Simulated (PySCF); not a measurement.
# CH8BClFN: the cost of one run

Programs: tblite 0.8.0 and PySCF 2.14.0. All values are calculated, for the isolated system unless a continuum is named. Atoms count from 0, parts from 1.

9 further runs of the same task are left out: 9 set aside as unsound or not needed.

### Step 1. Starting point

13 atoms, charge 0, multiplicity 1; geometry: GFN1-xTB. Parts: 1 = atoms 0–10, `C[BH2-][NH3+]`, charge 0; 2 = atoms 11–12, `FCl`, charge 0.

### Step 2. NMR shieldings: PBE0/pcSseg-1

What the job is given:

```
{"job": {"kind": "nmr", "xc": "PBE0", "basis": "pcSseg-1", "pop": false, "iso": false}, "charge": 0, "multiplicity": 1, "parts": [{"atoms": "0-10", "charge": 0, "multiplicity": 1}, {"atoms": "11-12", "charge": 0, "multiplicity": 1}]}
C      0.538020     0.103720    -1.162050
B      0.287550     0.415420     0.399390
N     -0.999400    -0.532660     0.839440
H     -0.341140     0.331550    -1.771220
H      1.362810     0.709270    -1.542620
H      0.795200    -0.945250    -1.334040
H     -0.087600     1.539030     0.630870
H      1.180060     0.054660     1.127790
H     -1.804420    -0.291410     0.282190
H     -0.769670    -1.505340     0.695740
H     -1.202100    -0.382590     1.815100
Cl     1.077910    -3.945390     1.820260
F     -0.442870    -3.276810     1.610380
```

Method: GIAO PBE0/pcSseg-1 NMR shielding, non-relativistic, gas phase.

On the command line:

```bash
$ OMP_NUM_THREADS=1 python cluster_run.py task.json out
```

The driver reads the jobs from task.json and runs them one after another.

**Question.** How long does this first job take on 1 thread of Arm Neoverse N1, shared host, and how much memory does it need?

About 18 s, with a peak of 0.63 GiB.
